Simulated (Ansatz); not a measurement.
**GaSb3 under changes of volume**

One of the cells (25.960 Å³/atom); the others are scaled copies at fixed shape and fractional positions:

```xyz
4
Lattice="0.0000 3.7306 3.7306 3.7306 0.0000 3.7306 3.7306 3.7306 0.0000" Properties=species:S:1:pos:R:3 pbc="T T T"
Sb    3.7306    3.7306    3.7306
Sb    5.5959    5.5959    5.5959
Sb    1.8653    1.8653    1.8653
Ga    0.0000    0.0000    0.0000
```

The cell comes from a database or a generator and needn't be the stable form of this composition.

* Program: Ansatz 0.2.0
* Functional: LDA
* Potentials or basis: Ansatz PAW
* Cutoff: 420 eV (not typed: the program's choice for these potentials)
* k mesh: 6 × 6 × 6
* Occupations: fermi-dirac, width 0.05 eV
* Spin: no spin polarisation

| volume (Å³/atom) | energy over the lowest point (meV/atom) | pressure (GPa) |
| --- | --- | --- |
| 24.402 | 0.00 | -1.6 |
| 24.922 | 7.07 | -2.7 |
| 25.441 | 17.25 | -3.6 |
| 25.960 | ? | ? |
| 26.479 | 45.91 | -5.3 |
| 26.998 | 64.05 | -6.0 |
| 27.518 | 84.49 | -6.6 |

Task: What does the run at 25.960 Å³/atom give?

Result: Energy over the lowest point 30.26 meV/atom; pressure -4.5 GPa.

Worked out: A Birch-Murnaghan fit of order 3 (a polynomial in V^(-2/3)) to the other rows has no minimum within the range. It gives 30.25 meV/atom at 25.960 Å³/atom, against the run's 30.26, and -dE/dV = -4.4 GPa, against -4.5.

Energies are extrapolated to zero smearing.

Caveats: the PAW data sets come from PBE, with cores solved anew for the run's functional, which leaves a small shift of forces and pressure.
